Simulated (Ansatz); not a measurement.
# B2C3: the cost of one run

Computed with Ansatz 0.2.0 (DFT PBE, scalar-relativistic, plane waves, PAW, unless a step's input says otherwise).

## Step 1: Starting point

Symmetry: P4/mmm, No. 123, tetragonal system. The conventional cell has a = 3.271 Å, b = 3.271 Å, c = 5.710 Å, α = 90.00°, β = 90.00°, γ = 90.00°. Around B (site symmetry mmm) lie 4 B at 2.31 Å. C (site symmetry mmm) is surrounded by 2 C at 1.64 Å. Around C (site symmetry 4/mmm) lie 4 C at 1.64 Å.

As a file:

```
B C
1.0
     3.27052    0.00000    0.00000
     0.00000    3.27052    0.00000
     0.00000    0.00000    5.70972
B C
2 3
Direct
  0.00000 0.50000 0.00000
  0.50000 0.00000 0.00000
  0.00000 0.50000 0.50000
  0.50000 0.00000 0.50000
  0.00000 0.00000 0.50000
```

The cell is invented: random cell by space group and Wyckoff sites (P4/mmm, No. 123). The dimensions are guesses.

## Step 2: Probe: one point on a coarse mesh

The input, input.yaml:

```yaml
crystal:
  lattice:
    - [3.27052373, 0.0, 0.0]
    - [0.0, 3.27052373, 0.0]
    - [0.0, 0.0, 5.7097186]
  atoms:
    - { symbol: B, position: [0.0, 0.5, 0.0] }
    - { symbol: B, position: [0.5, 0.0, 0.0] }
    - { symbol: C, position: [0.0, 0.5, 0.5] }
    - { symbol: C, position: [0.5, 0.0, 0.5] }
    - { symbol: C, position: [0.0, 0.0, 0.5] }
basis:
  ecutwfc: 420
kpoints:
  mp_grid: { grid: [6, 6, 4] }
hamiltonian:
  xc: pbe
scf:
  occupations: { method: gaussian, width: 0.1 }
  lower_state_search: "off"
output:
  forces: true
  stress: true
  eigenvalues: true
```

Command:

```bash
> ansatz run input.yaml --threads 1 --pin off --max-ram 2560MiB --backend cpu --events-out ev --progress --plain --runs-dir out
```

What time and memory should one allow on 1 thread of Intel Xeon at 2.50GHz (Skylake/Cascade Lake), shared host?

About 3.2 s, with a peak of 0.34 GiB.
